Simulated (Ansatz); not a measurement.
**BH₄NSSi: up Jacob's ladder to CCSD(T)**

The task here is to estimate one member of a computed series from the others.

The runs use Ansatz 0.2.0, Gaussian basis; functionals in def2-TZVPP, the program's frozen cores in correlated methods.

The runs, in order: LDA (SPW92), PBE-D4, revPBE-D4, BLYP-D4, r2SCAN-D4, B97M-V, PBE0-D4, B3LYP-D4, r2SCANh-D4, r2SCAN0-D4, HSE06-D4, BHLYP-D4, CAM-B3LYP-D4, LC-ωPBE, ωB97X-V, ωB97M-V, B2PLYP, PBE-QIDH; CCSD(T)/def2-SVP; CCSD(T)/def2-TZVPP; MP2/def2-QZVPP; extrapolation to the limit; RPA on PBE.

1 further run of the same task is left out (it didn't finish).

### The relaxed structure

An earlier PBE0-D4 in a triple-zeta def2 set relaxation fixed the geometry.

8 atoms, charge 0, spin multiplicity 1.

Atoms are counted from 1 here; the program's logs count them from 0.

Bond lengths: S1–Si2 2.130 Å, S1–H5 1.344 Å, Si2–B3 1.919 Å, Si2–N4 1.749 Å, Si2–H6 1.482 Å, B3–N4 1.383 Å, B3–H7 1.188 Å, N4–H8 1.010 Å. Angles: Si2–S1–H5 95.1°, S1–Si2–B3 124.2°, S1–Si2–N4 118.5°, S1–Si2–H6 108.2°, B3–Si2–N4 44.0°, B3–Si2–H6 127.6°, N4–Si2–H6 114.3°, Si2–B3–N4 61.5°, Si2–B3–H7 162.4°, N4–B3–H7 136.1°, Si2–N4–B3 74.5°, Si2–N4–H8 148.9°, B3–N4–H8 136.5°.

Set-up of the first run:

in.yaml reads:

```yaml
crystal:
  periodic: [false, false, false]
  atoms:
    - {symbol: S, position_ang: [-2.198701, -0.554737, -0.360355]}
    - {symbol: Si, position_ang: [-0.326604, -0.039088, 0.515371]}
    - {symbol: B, position_ang: [1.350543, -0.825486, 0.014172]}
    - {symbol: N, position_ang: [0.999586, 0.392081, -0.541059]}
    - {symbol: H, position_ang: [-2.816811, 0.581971, 0.001910]}
    - {symbol: H, position_ang: [-0.578772, 0.932158, 1.605840]}
    - {symbol: H, position_ang: [2.264751, -1.577591, -0.080150]}
    - {symbol: H, position_ang: [1.398209, 1.033592, -1.211530]}
basis:
  gaussian: {orbitals: def2-TZVPP}
hamiltonian: {xc: lda}
output: {orbitals: {seedname: orbitals}}
```

Among the steps run: LDA; PBE-D4 (GGA); revPBE-D4 (GGA); BLYP-D4 (GGA); r2SCAN-D4 (meta-GGA); B97M-V (meta-GGA); PBE0-D4 (hybrid); B3LYP-D4 (hybrid); r2SCANh-D4 (hybrid); r2SCAN0-D4 (hybrid); HSE06-D4 (hybrid); BHLYP-D4 (hybrid); CAM-B3LYP-D4 (range-separated); LC-ωPBE (range-separated); ωB97X-V (range-separated); ωB97M-V (range-separated); B2PLYP (double hybrid); PBE-QIDH (double hybrid).

One table of the session follows, with a row left open; its other results are not shown here.

It belongs to the step «Frontier levels by functional». 

```
  functional  HOMO (eV)  gap (eV)
 LDA (SPW92)      -6.01      4.21
      PBE-D4      -5.91      4.35
   revPBE-D4      -5.87      4.40
     BLYP-D4      -5.76      4.36
   r2SCAN-D4      -6.13      4.86
      B97M-V      -6.19      4.90
     PBE0-D4      -7.03      6.43
    B3LYP-D4      -6.82      6.02
  r2SCANh-D4      -6.54      5.61
  r2SCAN0-D4      -7.16      6.73
    HSE06-D4          ?         ?
    BHLYP-D4      -8.03      8.43
CAM-B3LYP-D4      -8.31      8.81
     LC-ωPBE      -9.63     11.29
     ωB97X-V      -9.30     10.84
     ωB97M-V      -9.11     10.42
```

Estimate the missing values for HSE06-D4.

**Answer.** HOMO (eV): -6.63; gap (eV): 5.65. In the column «HOMO (eV)» it lies between B3LYP-D4 (-6.82) and r2SCANh-D4 (-6.54).
